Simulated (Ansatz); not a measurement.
**Zr2AlC: properties at the relaxed cell**

An exercise on one series of results from a longer session: the logs are not shown, and one member is left open.

Program: Ansatz 0.2.0. Level of theory: DFT PBEsol, scalar-relativistic, plane waves, PAW. These are calculated values, not measurements.

1 further run of the same task is left out (set aside as unsound or not needed).

## The starting structure

It takes space group P6_3/mmc (No. 194, hexagonal). The conventional cell has a = 3.290 Å, b = 3.290 Å, c = 14.516 Å, α = 90.00°, β = 90.00°, γ = 120.00°. Around Zr (site symmetry 3m) lie 3 C at 2.28 Å. Around Al (site symmetry -6m2) lie 6 Zr at 3.04 Å and 6 Al at 3.29 Å. C (site symmetry -3m) is surrounded by 6 Zr at 2.28 Å.

Coordinates:

```cif
data_structure
_symmetry_space_group_name_H-M 'P 1'
_symmetry_Int_Tables_number 1
_cell_length_a 3.2898
_cell_length_b 3.2898
_cell_length_c 14.5160
_cell_angle_alpha 90.000
_cell_angle_beta 90.000
_cell_angle_gamma 120.000
_cell_volume 136.05
loop_
_atom_site_label
_atom_site_type_symbol
_atom_site_fract_x
_atom_site_fract_y
_atom_site_fract_z
_atom_site_occupancy
Zr1 Zr 0.33333 0.66667 0.08636 1
Zr2 Zr 0.66667 0.33333 0.58636 1
Zr3 Zr 0.66667 0.33333 0.91364 1
Zr4 Zr 0.33333 0.66667 0.41364 1
Al1 Al 0.33333 0.66667 0.75000 1
Al2 Al 0.66667 0.33333 0.25000 1
C1 C 0.00000 0.00000 0.00000 1
C2 C 0.00000 0.00000 0.50000 1
```

It goes back to an entry of the Materials Project, which need not be the stable form.

It is the result of an earlier relaxation at this level (volume 17.01 Å³/atom; gap on the mesh: none (metal)).

Set-up of the first run:

input.yaml reads:

```yaml
crystal:
  lattice:
    - [3.2897760436, 0.0, 0.0]
    - [-1.6448880218, 2.8490296265, 0.0]
    - [0.0, 0.0, 14.5160254828]
  atoms:
    - { symbol: Zr, position: [0.3333333333, 0.6666666667, 0.0863599366] }
    - { symbol: Zr, position: [0.6666666667, 0.3333333333, 0.5863599366] }
    - { symbol: Zr, position: [0.6666666667, 0.3333333333, 0.9136400634] }
    - { symbol: Zr, position: [0.3333333333, 0.6666666667, 0.4136400634] }
    - { symbol: Al, position: [0.3333333333, 0.6666666667, 0.75] }
    - { symbol: Al, position: [0.6666666667, 0.3333333333, 0.25] }
    - { symbol: C, position: [0.0, 0.0, 0.0] }
    - { symbol: C, position: [0.0, 0.0, 0.5] }
basis:
  ecutwfc: 420
kpoints:
  mp_grid: { grid: [12, 12, 4] }
  band_path:
    path:
      - [[0.0, 0.0, 0.0], [0.5, 0.0, 0.0], [0.33333333, 0.33333333, 0.0], [0.0, 0.0, 0.0], [0.0, 0.0, 0.5], [0.5, 0.0, 0.5], [0.33333333, 0.33333333, 0.5], [0.0, 0.0, 0.5]]
      - [[0.5, 0.0, 0.5], [0.5, 0.0, 0.0]]
      - [[0.33333333, 0.33333333, 0.5], [0.33333333, 0.33333333, 0.0]]
    npoints: 14
hamiltonian:
  xc: pbesol
scf:
  occupations: { method: gaussian, width: 0.1 }
  n_extra_bands: 20
output:
  forces: true
  stress: true
  eigenvalues: true
  populations: true
  dos: { projected: true, de: 0.02, nscf_kmesh: { grid: [18, 18, 6] } }
  bader: true
  write_density: true
  write_potential: true
  elf: true
  volumetric_format: npy
```

The run is started by

```console
ansatz run input.yaml --threads 2 --pin off --max-ram 5120MiB --backend cpu --events-out ev --progress --plain --runs-dir out
```

Steps of the session up to this table: Bands, states and charges; Volume × 0.97; Point at V/V0 = 1.03; The cell scaled to 0.94 of its volume; Point at V/V0 = 1.06.

One of the session's tables, all rows but one given; the rest of the session is left out.

It belongs to the step «Energy against volume». 

```
volume (Å³/atom)  energy above the lowest point (meV/atom)  pressure (GPa)
          15.986                                      28.0            9.21
          16.497                                       6.7            4.25
          17.007                                       0.0           -0.02
          17.517                                         ?               ?
          18.027                                      22.6           -6.78
```

**Question.** Estimate the row for volume (Å³/atom) = 17.517.

Worked estimate for «energy above the lowest point (meV/atom)». A straight line through the neighbours (17.007, 0.0) and (18.027, 22.6) gives 0.0 + (22.6 − 0.0) × (17.517 − 17.007) / (18.027 − 17.007) = 11.3; a parabola fitted to 3 rows on both sides gives 5.3.

The run gave: energy above the lowest point (meV/atom): 5.9; pressure (GPa): -3.66. In «energy above the lowest point (meV/atom)» the line misses by +5.4 and the parabola by -0.6.
